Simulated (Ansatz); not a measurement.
# F2H4OW: the cost of one run

Method: RKS PBE/def2-SVP, in Ansatz 0.2.0.

### Step 1. The system as given

Bond lengths: W1–H2 1.720 Å, W1–H3 1.720 Å, W1–O4 1.940 Å, O4–H5 1.010 Å, W1–F6 1.850 Å, W1–H7 1.720 Å, W1–F8 1.850 Å. Angles (14 of 16 angles, heavy atoms first): O4–W1–F6 90.0°, O4–W1–F8 90.0°, F6–W1–F8 90.0°, H2–W1–O4 90.0°, H2–W1–F6 90.0°, H2–W1–F8 180.0°, H3–W1–O4 90.0°, H3–W1–F6 180.0°, H3–W1–F8 90.0°, O4–W1–H7 180.0°, F6–W1–H7 90.0°, H7–W1–F8 90.0°, W1–O4–H5 109.5°, H2–W1–H3 90.0°.

Coordinates:

```xyz
8

W     0.0000    0.0000    0.0000
H     0.0000    0.0000    1.7200
H     1.7200    0.0000    0.0000
O     0.0000    1.9400    0.0000
H    -0.6343    2.2771   -0.7100
F    -1.8500    0.0000    0.0000
H     0.0000   -1.7200    0.0000
F     0.0000    0.0000   -1.8500
```

### Step 2. Preparing the start

The input, input.yaml:

```yaml
crystal:
  periodic: [false, false, false]
  atoms:
    - { symbol: W, position_ang: [0.0, 0.0, 0.0] }
    - { symbol: H, position_ang: [0.0, 0.0, 1.72] }
    - { symbol: H, position_ang: [1.72, 0.0, 0.0] }
    - { symbol: O, position_ang: [0.0, 1.94, 0.0] }
    - { symbol: H, position_ang: [-0.6343, 2.2771, -0.71] }
    - { symbol: F, position_ang: [-1.85, 0.0, 0.0] }
    - { symbol: H, position_ang: [0.0, -1.72, 0.0] }
    - { symbol: F, position_ang: [0.0, 0.0, -1.85] }
basis:
  gaussian: { orbitals: def2-SVP }
hamiltonian:
  xc: pbe
relax:
  f_tol: 0.02
  max_steps: 40
```

Command:

```bash
ansatz run input.yaml --threads 1 --pin off --max-ram 2048MiB --backend cpu --events-out ev --progress --plain --runs-dir out
```

Q: Estimate wall time and peak memory on 1 thread of Intel Xeon Platinum 8488C (Sapphire Rapids), shared host.

About 25 s, with a peak of 0.15 GiB.
